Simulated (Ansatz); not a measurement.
# C₃H₁₁MoN₃O: small, medium and large basis sets

The task here is to estimate one member of a computed series from the others.

Computed with Ansatz 0.2.0, Gaussian basis. Level: one geometry, several basis sets.

Plan: PBE0-D4/def2-SVP; ωB97M-V/def2-SVP; PBE0-D4/def2-QZVPP; ωB97M-V/def2-QZVPP; the functionals' def2-TZVPP values are taken from earlier runs.

1 further run of the same task is left out (for a known fault of the program). Runs told in other sessions of the task aren't counted.

## The relaxed structure

All runs share one geometry, relaxed beforehand with PBE0-D4 in a triple-zeta def2 set. Mo takes the def2 core potential; no spin-orbit term is included.

SMILES `C[N]=[Mo]([NH2])(=[O])[N](C)C`, 19 atoms, charge 0, spin multiplicity 1.

Atoms are counted from 1 here; the program's logs count them from 0.

Bond lengths: C1–N2 1.421 Å, C1–H9 1.096 Å, C1–H10 1.096 Å, C1–H11 1.096 Å, N2–Mo3 1.737 Å, Mo3–N4 1.951 Å, Mo3–O5 1.695 Å, Mo3–N6 1.936 Å, N4–H12 1.007 Å, N4–H13 1.009 Å, N6–C7 1.440 Å, N6–C8 1.444 Å, C7–H14 1.099 Å, C7–H15 1.089 Å, C7–H16 1.099 Å, C8–H17 1.098 Å, C8–H18 1.099 Å, C8–H19 1.092 Å. Angles: N2–C1–H9 110.0°, N2–C1–H10 112.4°, N2–C1–H11 110.0°, H9–C1–H10 108.4°, H9–C1–H11 107.3°, H10–C1–H11 108.5°, C1–N2–Mo3 150.3°, N2–Mo3–N4 106.2°, N2–Mo3–O5 114.2°, N2–Mo3–N6 105.8°, N4–Mo3–O5 110.1°, N4–Mo3–N6 111.1°, O5–Mo3–N6 109.3°, Mo3–N4–H12 125.1°, Mo3–N4–H13 123.1°, H12–N4–H13 111.4°, Mo3–N6–C7 127.8°, Mo3–N6–C8 118.9° and more.

The first run:

in.yaml reads:

```yaml
crystal:
  periodic: [false, false, false]
  atoms:
    - {symbol: C, position_ang: [-1.964145, -1.713235, -1.703485]}
    - {symbol: N, position_ang: [-1.039853, -1.240565, -0.733072]}
    - {symbol: Mo, position_ang: [0.566976, -0.749711, -0.292809]}
    - {symbol: N, position_ang: [1.137529, -1.963094, 1.123873]}
    - {symbol: O, position_ang: [1.678248, -0.782576, -1.571670]}
    - {symbol: N, position_ang: [0.402264, 1.063086, 0.365242]}
    - {symbol: C, position_ang: [-0.793098, 1.740261, 0.797386]}
    - {symbol: C, position_ang: [1.596541, 1.859773, 0.523878]}
    - {symbol: H, position_ang: [-2.794353, -1.005282, -1.805952]}
    - {symbol: H, position_ang: [-1.502428, -1.850665, -2.687518]}
    - {symbol: H, position_ang: [-2.389490, -2.670460, -1.381963]}
    - {symbol: H, position_ang: [0.530361, -2.582392, 1.635051]}
    - {symbol: H, position_ang: [2.106586, -2.131098, 1.347319]}
    - {symbol: H, position_ang: [-0.751338, 1.973123, 1.870786]}
    - {symbol: H, position_ang: [-1.668326, 1.118066, 0.616750]}
    - {symbol: H, position_ang: [-0.919343, 2.690207, 0.258868]}
    - {symbol: H, position_ang: [1.503618, 2.812458, -0.015061]}
    - {symbol: H, position_ang: [1.786851, 2.087289, 1.581913]}
    - {symbol: H, position_ang: [2.471499, 1.340417, 0.126864]}
basis:
  gaussian: {orbitals: def2-SVP}
hamiltonian: {xc: pbe0, dispersion: d4}
output: {orbitals: {seedname: orbitals}}
```

Run with:

```console
> ansatz run in.yaml --threads 4 --pin off --events-out ev --progress --plain --max-ram 66560MiB --backend cpu
```

Among the steps run: PBE0-D4 in def2-SVP; ωB97M-V in def2-SVP; PBE0-D4 in def2-QZVPP; ωB97M-V in def2-QZVPP.

One table of the session follows, with a row left open; its other results are not shown here.

It belongs to the step «Functionals by basis». 

```
functional       basis  HOMO (eV)
   PBE0-D4    def2-SVP          ?
   PBE0-D4  def2-TZVPP      -6.37
   PBE0-D4  def2-QZVPP      -6.40
   ωB97M-V    def2-SVP      -8.44
   ωB97M-V  def2-TZVPP      -8.55
   ωB97M-V  def2-QZVPP      -8.58
```

**Question.** Estimate the row for PBE0-D4, def2-SVP.

**Answer.** HOMO (eV): -6.26. In the column «HOMO (eV)» it is the highest.
